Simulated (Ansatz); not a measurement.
Predict the output of the script below (the Python package of Ansatz (0.2.0)).

The script reads `ch5bossi.xyz`:
```text
10

O     1.27120   -0.49880    1.00280
C    -0.08910   -0.28410    0.52250
B    -0.51140   -1.49050   -0.49900
S    -0.93040   -0.23390   -1.87170
Si   -0.19790    1.17510   -0.58700
H     1.33680    0.19820    1.74310
H    -0.79130   -0.22380    1.36290
H     0.07320   -2.53340   -0.59830
H    -1.19440    2.17770   -0.07170
H     1.11630    1.66250   -1.00060
```

`freq_ch5bossi.py`
```python
"""Harmonic frequencies of CH5BOSSi at its relaxed geometry."""

import itertools

import ansatz as az
from ase import Atoms
from ase.data import atomic_numbers, covalent_radii
from ase.thermochemistry import IdealGasThermo
import numpy as np

config = {
    "basis": "cc-pVDZ",
    "functional": "r2SCAN",
    "vdw": "d4",
}


def main() -> None:
    mol = az.Crystal.molecule_from_extxyz("ch5bossi.xyz")

    job = (
        mol.calculation()
        .basis(gaussian=config["basis"])
        .functional(config["functional"], dispersion=config["vdw"])
    )
    symbols = [site.symbol for site in mol.cartesian_sites]
    start = np.array([site.position_ang for site in mol.cartesian_sites], dtype=float)
    rep = job.relax(force_tolerance=0.003).run(threads=1).report
    end = np.array(rep["positions_ang"])

    # pairs closer than 1.2 times the sum of covalent radii, before or after
    radius = [covalent_radii[atomic_numbers[s]] for s in symbols]
    span = lambda where, i, j: np.linalg.norm(where[i] - where[j])
    bonded = [(i, j) for i, j in itertools.combinations(range(len(symbols)), 2) if min(span(start, i, j), span(end, i, j)) < 1.2 * (radius[i] + radius[j])]
    print("pair        before    after (A)")
    for i, j in bonded:
        print(f"{symbols[i]}{i}-{symbols[j]}{j}".ljust(10), f"{span(start, i, j):8.4f} {span(end, i, j):8.4f}")

    # same settings at the minimum
    minimum = az.Crystal.molecule()
    for symbol, place in zip(symbols, end):
        minimum = minimum.atom(symbol, place.tolist())
    vibrating = (
        minimum.calculation()
        .basis(gaussian=config["basis"])
        .functional(config["functional"], dispersion=config["vdw"])
        .phonons(temperatures=(100, 500, 100))
    )
    vib = vibrating.run(threads=1).report["vibrations"]
    sums = vib["harmonic_sums"]
    modes = [m["omega_inv_cm"] for m in sums["modes_at_gamma"] if m["rigid_motion"] == "no"]
    print("frequencies (1/cm):", " ".join(f"{w:.0f}" for w in modes))
    print("imaginary modes:", sum(w < 0 for w in modes), " zero-point energy:", round(sums["zero_point_energy_ev"], 4), "eV")
    # rigid rotor and ideal gas, symmetry number taken as one
    gas = IdealGasThermo(vib_energies=[w / 8065.544 for w in modes if w > 0], geometry="linear" if len(modes) == 3 * len(symbols) - 5 else "nonlinear",
                         atoms=Atoms(symbols, positions=end), symmetrynumber=1, spin=0.0)
    print(f"H(298 K) - E = {gas.get_enthalpy(298.15, verbose=False):.4f} eV")
    print(f"S(298 K, 1 bar) = {96485.33 * gas.get_entropy(298.15, 1e5, verbose=False):.1f} J/(mol K) with symmetry number 1")


if __name__ == "__main__":
    main()
```

```console
$ python freq_ch5bossi.py
pair        before    after (A)
O0-C1        1.4585   1.4124
O0-H5        1.0189   0.9680
C1-B2        1.6362   1.5769
C1-Si4       1.8363   1.9306
C1-H6        1.0968   1.1168
B2-S3        1.9076   1.8279
B2-H7        1.1997   1.2028
S3-Si4       2.0426   2.1871
Si4-H8       1.5046   1.5031
Si4-H9       1.4614   1.4947
frequencies (1/cm): 138 263 291 318 399 476 527 590 620 709 784 788 895 949 986 1010 1152 1203 1383 2166 2217 2650 2923 3778
imaginary modes: 0  zero-point energy: 1.6869 eV
H(298 K) - E = 1.8857 eV
S(298 K, 1 bar) = 328.6 J/(mol K) with symmetry number 1
```

Notes:
- The frequencies are harmonic and unscaled, in a modest basis.
- The entropy takes a symmetry number of 1; a symmetric molecule's is lower by R ln(sigma).
- Hardware and time: 6.8 min on 1 thread of Arm Neoverse V1, with other jobs on the host, peak memory 0.31 GiB.
